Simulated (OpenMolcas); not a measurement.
**Ag³⁺ among point charges: CASSCF and CASPT2 levels and susceptibility**

Aim: the splitting of the states of Ag³⁺ in the field of 5 point charges, its lowest levels with spin-orbit coupling and its magnetic susceptibility.

Method: state-averaged CASSCF and CASPT2, spin-orbit coupling by RASSI with atomic mean-field integrals. Code: OpenMolcas 26.06.

**1. Starting point**

```
Species                           : Ag³⁺ (silver, Z = 47, 44 electrons)
Basis                             : ANO-RCC-VDZP [6s5p3d1f], 43 functions
Scalar Hamiltonian                : DKH2, point nucleus
Inactive shells                   : 1s 2s 2p 3s 3p 3d 4s 4p
Active space                      : 8 electrons in 5 orbitals (4d)
Some configurations of this space : 4d⁸
Orbitals                          : optimised for each spin and parity, averaged over all roots
```

Outer shells as boxes (Hund's rule):

4d8
```
4d [↑↓][↑↓][↑↓][↑ ][↑ ]
```

The ion sits among 5 point charges of -0.98 e arranged as a square pyramid (C4v), 1.78 Å from the ion, with the axial distance 1.851 Å.

The work runs as a chain of OpenMolcas steps in one folder; each step below is one input file. Labels, J, g values, rates, χT and fits are worked out afterwards by a script from the matrices that RASSI stores.

**2. Basis and integrals**

a.inp

```
&GATEWAY
Coord
1

Ag 0.0 0.0 0.0
Basis=ANO-RCC-VDZP
Group=NoSym
NoMove
AngMom=0.0 0.0 0.0
AMFI
XField
5 Angstrom 0
1.780000 0.000000 0.000000 -0.980000
0.000000 1.780000 0.000000 -0.980000
-1.780000 0.000000 0.000000 -0.980000
0.000000 -1.780000 0.000000 -0.980000
0.000000 0.000000 1.851200 -0.980000
&SEWARD
```

**3. CASSCF: triplets, 10 roots**

a.inp

```
&RASSCF
FileOrb=start.orb
Symmetry=1
Spin=3
nActEl=8 0 0
Inactive=18
Ras2=5
CIRoot=10 10 1
SDav=10
CIMx=300
Iter=120 100
PrWF=0.3
OrbListing=Nothing
MaxOrb=0
>>> COPY $Project.JobIph JOB001
```

start.orb holds the contracted functions of the basis, ordered by shell, or the orbitals of the step before.

**4. Reference wave functions, singlets, 15 roots**

a.inp

```
&RASSCF
FileOrb=start.orb
Symmetry=1
Spin=1
nActEl=8 0 0
Inactive=18
Ras2=5
CIRoot=15 15 1
SDav=15
CIMx=300
Iter=120 100
PrWF=0.3
OrbListing=Nothing
MaxOrb=0
>>> COPY $Project.JobIph JOB002
```

**5. State interaction with spin-orbit coupling**

a.inp

```
&RASSI
NrOfJobIphs=2 10 15
1 2 3 4 5 6 7 8 9 10
1 2 3 4 5 6 7 8 9 10 11 12 13 14 15
IphNames
JOB001
JOB002
EJob
SpinOrbit
DIPRint=1.0
SOCoupling=1000.0
Subsets=2
Property=9
'ANGMOM' 1 'ANGMOM' 2 'ANGMOM' 3 'MLTPL  1' 1 'MLTPL  1' 2 'MLTPL  1' 3
'AMFI' 1 'AMFI' 2 'AMFI' 3
SOProperty=3
'ANGMOM' 1 'ANGMOM' 2 'ANGMOM' 3
```

**6. CASPT2: IPEA 0.25, imaginary shift 0.1 (closed shells correlated: 4s 4p)**

a.inp

```
>>> COPY JOB001 $Project.JobIph
&CASPT2
Multistate=10 1 2 3 4 5 6 7 8 9 10
NoMult
Frozen=14
IPEA=0.25
Imaginary=0.1
MaxIter=60
WThr=0.0 0.3 0.05
PrWF=0.5
NoMix
>>> COPY JOB002 $Project.JobIph
&CASPT2
Multistate=15 1 2 3 4 5 6 7 8 9 10 11 12 13 14 15
NoMult
Frozen=14
IPEA=0.25
Imaginary=0.1
MaxIter=60
WThr=0.0 0.3 0.05
PrWF=0.5
NoMix
```

(Steps that only read results are left out.)

Q: Predict the outcome of this session. Wanted: spin-free ground state; first state of the same spin within the active space; lowest level; next level.

As calculated:

```
                                            quantity                                                                        value
                                              method  SS-CASPT2, IPEA 0.25, imaginary shift 0.1 (closed shells correlated: 4s 4p)
                              spin-free ground state                                          triplet, 1-fold in its orbital part
first state of the same spin within the active space                                                         triplet at 2130 cm⁻¹
                                        lowest level                                                                       1-fold
                                          next level                                                                    10.6 cm⁻¹
                                         χT at 300 K                                                               2.60 cm³ K/mol
                           effective moment at 300 K                                                                      4.56 μB
```

Cost by method:

| method | time of its own steps | time with the reference |
| --- | --- | --- |
| A. CASSCF | 7.6 s | 7.6 s |
| B. SS-CASPT2, IPEA 0.25, imaginary shift 0.1, +4s 4p | 3.2 s | 11 s |

Times are of one thread on a shared host.

The spin-free ground state (triplet) comes to 100 % from free-ion F terms and keeps the highest spin of the shell. χT at 300 K is 2.60, against 1.00 cm³ K/mol for the spin alone, so orbital moment adds to it. The field of point charges can differ much from that of real complexes. Point charges carry no covalency, so the field is a model and not that of real ligands.
